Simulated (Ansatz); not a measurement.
Ta4NiO11:

```
Ta Ni O
1.0
     1.95495  -14.82973    0.00000
     1.95495   14.82973    0.00000
     0.00000    0.00000    3.88590
Ta Ni O
4 1 11
Direct
  0.20437 0.79563 0.00000
  0.92451 0.07549 0.00000
  0.07549 0.92451 0.00000
  0.79563 0.20437 0.00000
  0.50000 0.50000 0.00000
  0.13987 0.86013 0.00000
  0.72107 0.27893 0.00000
  0.43645 0.56355 0.00000
  0.56355 0.43645 0.00000
  0.00000 0.00000 0.00000
  0.86013 0.13987 0.00000
  0.27893 0.72107 0.00000
  0.92790 0.07210 0.50000
  0.07210 0.92790 0.50000
  0.79436 0.20564 0.50000
  0.20564 0.79436 0.50000
```

The cell was built by a generator and needn't be a form met in nature.

Base run:

| Property | Result |
| --- | --- |
| Program | Ansatz 0.2.0 |
| Functional | r2SCAN |
| Potentials or basis | Ansatz PAW |
| Cutoff | 500 eV (not typed: the program's choice for these potentials) |
| k mesh | 7 × 7 × 7 |
| Occupations | fermi-dirac, width 0.05 eV |
| Spin | collinear spin, ferromagnetic start |
| Starting moments | [0.0, 0.0, 0.0, 0.0, 1.0, 0.0, 0.0, 0.0, 0.0, 0.0, 0.0, 0.0, 0.0, 0.0, 0.0, 0.0] μB |

Its results: band gap on the k mesh none (metal or under the smearing width); pressure -4.8 GPa; net moment 0.86 μB per cell; site moments Ta +0.00, -0.00; Ni +0.76; O -0.00, +0.06, +0.00 μB; largest force 0.155 eV/Å.

Task: The run is repeated on the same cell with these changes: functional from r2SCAN to PBE; potentials or basis from Ansatz PAW to SPMS NC; cutoff from 500 eV (not typed: the program's choice for these potentials) to 1034 eV (not typed: the program's choice for these potentials). What comes out?

Result: Band gap on the k mesh none (metal or under the smearing width); pressure -0.8 GPa; net moment 0.86 μB per cell; site moments Ta -0.00; Ni +0.68; O -0.00, +0.01, +0.10, +0.00 μB; largest force 0.080 eV/Å.

Caveats: a cell with one magnetic atom can't hold antiferromagnetic order, which such compounds often take; semilocal functionals often make such compounds metallic where correlation or magnetic order opens a gap, which also shifts bond lengths; the magnetic or orbital state may not be the lowest (some runs); spin-orbit coupling is left out, which moves the levels of the heavy elements (some runs); the PAW data sets come from PBE, with cores solved anew for the run's functional, which leaves a small shift of forces and pressure (some runs).
